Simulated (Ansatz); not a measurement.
**BGeP+ (quartet): wave-function methods side by side, cc-pVDZ**

How much of the correlation energy of BGeP+ (quartet) does each wave-function method recover here?

Program: Ansatz 0.2.0, Gaussian basis. Level of theory: cc-pVDZ, core rule «outside noble gas», up to 20 orbitals frozen. These are calculated values, not measurements.

To be run: UHF; CCSD(T) on ROHF; CCSD(T) on UHF; BCCD(T) on ROHF; CISD; CCSDT(Q) on ROHF; CCSDT(Q) on UHF.

32 further runs of the same task are left out: 3 for a known fault of the program, 12 that didn't finish, 17 set aside as unsound or not needed.

## Step 1: The geometry

The geometry is a PBE0/def2-TZVP stationary point (not a proven minimum) of the parent state, kept for this charge and spin. No spin-orbit coupling is included. The filled d shell of Ge may be among the frozen orbitals whatever the setting's name suggests; the logs give the count.

3 atoms, charge 1, spin multiplicity 4.

Atoms are counted from 1 here; the program's logs count them from 0.

Bond lengths: B1–Ge2 2.182 Å, B1–P3 1.788 Å, Ge2–P3 2.237 Å. Angles: Ge2–B1–P3 67.8°, B1–Ge2–P3 47.7°, B1–P3–Ge2 64.5°.

## Step 2: UHF

The input, in.yaml:

```yaml
crystal:
  periodic: [false, false, false]
  atoms:
    - {symbol: B, position_ang: [0.000000, -1.356815, -0.905184]}
    - {symbol: Ge, position_ang: [0.000000, 0.055950, 0.757740]}
    - {symbol: P, position_ang: [0.000000, 0.342363, -1.461116]}
basis:
  gaussian: {orbitals: cc-pVDZ}
total_charge: 1
magnetization: {spin_polarized: true, initial_magnetization: 3}
hamiltonian: {xc: hf}
output: {orbitals: {seedname: orbitals}}
```

On the command line:

```bash
$ ansatz run in.yaml --threads 1 --pin off --events-out ev --progress --plain --max-ram 2393MiB
```

The runs that follow: CCSD(T) on ROHF; CCSD(T) on UHF; BCCD(T) on ROHF; CISD; CCSDT(Q) on ROHF; CCSDT(Q) on UHF.

Before running them: what should the planned runs give, taken together? Wanted: UCCSDT(Q) below the RHF energy; RMP2 from UCCSDT(Q); UMP2 from UCCSDT(Q); RCCSD from UCCSDT(Q); RCCSD(T) from UCCSDT(Q); UCCSD(T) from UCCSDT(Q); RCCSDT(Q) from UCCSDT(Q); T1 diagnostic.

The runs gave:

| quantity | value |
| --- | --- |
| UCCSDT(Q) below the RHF energy | -7.2227 eV |
| RMP2 from UCCSDT(Q) | +1168.8 meV |
| UMP2 from UCCSDT(Q) | +1278.2 meV |
| RCCSD from UCCSDT(Q) | +516.5 meV |
| RCCSD(T) from UCCSDT(Q) | +89.5 meV |
| UCCSD(T) from UCCSDT(Q) | +88.3 meV |
| RCCSDT(Q) from UCCSDT(Q) | +9.7 meV |
| levels within 1 kcal/mol (43 meV) | UCCSDT, RCCSDT(Q) |
| T1 diagnostic | 0.034 |

RCCSD(T) misses by +89.5 meV, 1.2 % of the correlation energy. These misses are within one basis, not against nature; the frozen cores of restricted and unrestricted runs differ, which can shift their rows.
